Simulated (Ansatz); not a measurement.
# Ni3Pt, space group Pm-3m: a projected density of states

With the Python package of Ansatz (0.2.0).

Interactive session:
```pycon
>>> import ansatz as az
>>> import numpy as np
>>> XC = 'PBEsol'
>>> EXTRA_BANDS = 14
>>> crystal = (
...     az.Lattice.cubic(3.62456679)
...     .space_group(221)
...     .atom('Ni', [0.5, 0.0, 0.5])
...     .atom('Pt', [0.0, 0.0, 0.0])
...     .moments(Ni=1.5)
... )
>>> calc = (
...     crystal.calculation()
...     .occupations(az.OccupationsMethod.COLD, width=100 * az.meV)  # the run then minimises F = E - TS
...     .functional(XC)
...     .kpoints(6)  # the mesh must be finer for metals
...     .spin('collinear')  # two spin channels
...     .scf(extra_bands=EXTRA_BANDS)
...     .density_of_states(projected=True, energy_step=0.1)
... )
>>> res = calc.run(threads=1)
DeckWarning: basis.ecutwfc = 420 eV, auto-derived from the records' recommended cutoffs: set by Ni (normal level)
>>> data = res.report
>>> type(res).__name__, type(data).__name__
('RunOutcome', 'dict')
>>> res.unlabelled_reasons
['no_forces']
>>> data['n_kpoints'], data['n_symmetry_ops'], data['n_pw']
(20, 48, 925)
>>> dos = res.density_of_states()
>>> energy = np.asarray(dos.energies_ev) - dos.fermi_ev
>>> curves = {}
>>> for site in res.projected_density_of_states().sites:
...     for shell in site.shells:
...         weight = sum(np.sum(curve.g_bin_mean_per_ev, axis=0) for curve in shell.curves)
...         name = f'{site.species} {shell.label}'
...         curves[name] = curves.get(name, 0) + weight
...
>>> step = energy[1] - energy[0]
>>> windows = [(-10, -5), (-5, 0), (0, 6)]
>>> print('states by shell in windows of E - E_F (eV):', windows)
states by shell in windows of E - E_F (eV): [(-10, -5), (-5, 0), (0, 6)]
>>> for name, g in curves.items():
...     print(f'{name:8s}', ' '.join(f'{step * g[(energy >= a) & (energy < b)].sum():8.3f}' for a, b in windows))
...
Ni 3S       0.009    0.001    0.004
Ni 4S       1.626    1.002    1.252
Ni 3P       0.016    0.020    0.002
Ni 3D       0.950   25.288    3.417
Pt 5S       0.009    0.001    0.008
Pt 6S       0.705    0.379    0.457
Pt 5P       0.012    0.016    0.003
Pt 5D       1.914    7.022    0.910
>>> filled = (energy < 0) & (energy > -10)
>>> for name, g in curves.items():
...     if g[filled].sum() * step > 0.5:
...         print(f'centre of {name}: {np.average(energy[filled], weights=g[filled]):.2f} eV')
...
centre of Ni 4S: -5.10 eV
centre of Ni 3D: -2.05 eV
centre of Pt 6S: -5.63 eV
centre of Pt 5D: -3.64 eV
```

Reading the output:
- The magnetic order follows from the starting moments and needn't be the lowest.
- For a metal this k-point mesh is coarse: on a finer one energies can move by several to tens of meV an atom and pressures by half a GPa or more, differences at one mesh by less.
- Spin-orbit coupling, which matters for elements this heavy, is left out.
- This cell is a computed structure, which may not be the phase found in nature.
- Warnings are shown shortened and without file and line.
- Curves are summed over the cell's atoms. Only shells that the potentials hold have channels, so projections don't add up to the total, least of all where a shell is missing (p of most metals); heights and places of peaks move with the mesh.
- The density of states is complete only as far up as bands were computed.
- A band centre counts only the states inside the window taken.
- Timing: 10 s on 1 thread of Intel(R) Xeon(R) Platinum 8375C CPU @ 2.90GHz (Ice Lake), with other jobs on the host, peak memory 0.51 GiB.
